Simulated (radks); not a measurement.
# Rb⁴⁺ in [Ar] 3d10 4s2 4p3: an all-electron calculation

One table from this session's results is given with a row withheld; the runs are named, their logs left out.

Method: Dirac Kohn-Sham, BLYP, spin-unpolarised, spherical densities, finite nucleus; open shells fill j = l - 1/2 first. Code: radks (a radial shooting solver on a logarithmic mesh, Libxc functionals) version 1.

## The atom as given

- element: rubidium (Z = 37)
- charge: +4
- electrons: 33
- configuration: [Ar] 3d10 4s2 4p3
- nuclear rms radius: 4.2036 fm

Set-up of the first run:

Input:

```text
Z 37
configuration [Ar] 3d10 4s2 4p3 5s0 4d0 5p0 4f0
relativity Dirac
functional b88,lyp
spin unpolarised
j_filling energy
nucleus finite rms 4.2036 fm
c 137.035999084
```

On the command line:

```
python run_ks.py task.json out
```

All runs below come from this command, one after another.

Steps of the session up to this table: Self-consistent calculation.

One of the session's tables, all rows but one given; the rest of the session is left out.

It belongs to the step «Radial structure». From the orbitals of this run (lengths in bohr):

```
level      <r>  outermost maximum (interpolated)  90 % within  nodes
1s1/2  0.04029                            0.0263       0.0721      0
2s1/2   0.1775                             0.150        0.275      1
2p1/2   0.1522                             0.117        0.249      0
2p3/2   0.1563                             0.121        0.255      0
3s1/2   0.5101                             0.451        0.758      2
3p1/2   0.5110                             0.440        0.778      1
3p3/2   0.5214                             0.449        0.793      1
3d3/2   0.5206                             0.391        0.847      0
3d5/2   0.5243                             0.393        0.853      0
4s1/2        ?                                 ?            ?      ?
4p1/2    1.503                              1.33         2.21      2
4p3/2    1.528                              1.35         2.24      2
4d3/2    2.003                              1.72         3.01      1
4d5/2    2.012                              1.73         3.02      1
5s1/2    2.976                              2.85         4.19      4
5p1/2    3.312                              3.18         4.69      3
5p3/2    3.348                              3.22         4.74      3
```

Q: Estimate the row for 4s1/2 from the others.

As computed: <r>: 1.361; outermost maximum (interpolated): 1.22; 90 % within: 1.98; nodes: 3. In the column «<r>» it lies between 3d5/2 (0.5243) and 4p1/2 (1.503).

Limits of these values: Spin polarisation and multiplet splitting are left out.
